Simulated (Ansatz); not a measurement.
# TiAl: a tetragonal deformation path

One table from this session's results is given with a row withheld; the runs are named, their logs left out.

Method: DFT PBE, scalar-relativistic, plane waves, PAW, in Ansatz 0.2.0.

**The system as given**

It takes space group P4/mmm (No. 123, tetragonal). The conventional cell has a = 2.837 Å, b = 2.837 Å, c = 4.059 Å, α = 90.00°, β = 90.00°, γ = 90.00°. Ti (site symmetry 4/mmm) has 4 Ti at 2.84 Å and 8 Al at 2.85 Å in its first shell of neighbours. Around Al (site symmetry 4/mmm) lie 4 Al at 2.84 Å and 8 Ti at 2.85 Å.

Structure file:

```cif
data_structure
_symmetry_space_group_name_H-M 'P 1'
_symmetry_Int_Tables_number 1
_cell_length_a 2.8373
_cell_length_b 2.8373
_cell_length_c 4.0591
_cell_angle_alpha 90.000
_cell_angle_beta 90.000
_cell_angle_gamma 90.000
_cell_volume 32.68
loop_
_atom_site_label
_atom_site_type_symbol
_atom_site_fract_x
_atom_site_fract_y
_atom_site_fract_z
_atom_site_occupancy
Ti1 Ti 0.00000 0.00000 0.00000 1
Al1 Al 0.50000 0.50000 0.50000 1
```

No relaxation comes first: the listed cell is the starting point.

**Zero of energy**

Reference values: F = -3037.9889 eV; pressure -0.70 GPa; largest force 0.000 eV/Å; gap on the mesh none (metal). It was computed beforehand with the settings of the runs below.

The first run:

At fixed volume and fractional coordinates, lengths along (0.000, 0.000, 1.000) are scaled against those across it; ρ is that ratio over its starting value.

Input file input.yaml:

```yaml
crystal:
  lattice:
    - [2.9952445238, 0.0, 0.0]
    - [0.0, 2.9952445238, 0.0]
    - [0.0, 0.0, 3.6422998941]
  atoms:
    - { symbol: Ti, position: [0.0, 0.0, 0.0] }
    - { symbol: Al, position: [0.5, 0.5, 0.5] }
basis:
  ecutwfc: 420
kpoints:
  mp_grid: { grid: [18, 18, 14] }
hamiltonian:
  xc: pbe
scf:
  occupations: { method: gaussian, width: 0.15 }
output:
  forces: true
  stress: true
  eigenvalues: true
```

On the command line:

```sh
$ ansatz run input.yaml --threads 1 --pin off --max-ram 2560MiB --backend cpu --events-out ev --progress --plain --runs-dir out
```

Steps of the session up to this table: Point ρ = 0.850; At ρ = 1.200; ρ = 0.920; At ρ = 1.100; ρ = 0.960; At ρ = 1.050; At ρ = 0.800; Point ρ = 1.300.

One of the session's tables, all rows but one given; the rest of the session is left out.

```
    ρ  ΔE (meV/atom)  pressure (GPa)
0.800           95.7            -0.9
0.850           59.1            -0.9
0.920           19.3            -0.9
0.960            6.2            -0.8
1.000            0.0            -0.7
1.050            4.5            -0.7
1.100           22.7            -0.6
1.200              ?               ?
1.300          228.5             1.4
```

Estimate the missing values for ρ = 1.200.

Worked estimate for «ΔE (meV/atom)». A straight line through the neighbours (1.100, 22.7) and (1.300, 228.5) gives 22.7 + (228.5 − 22.7) × (1.200 − 1.100) / (1.300 − 1.100) = 125.6; a parabola fitted to 3 rows on both sides gives 99.0.

**Answer.** ΔE (meV/atom): 97.6; pressure (GPa): -0.1. In «ΔE (meV/atom)» the line misses by +28.0 and the parabola by +1.4.
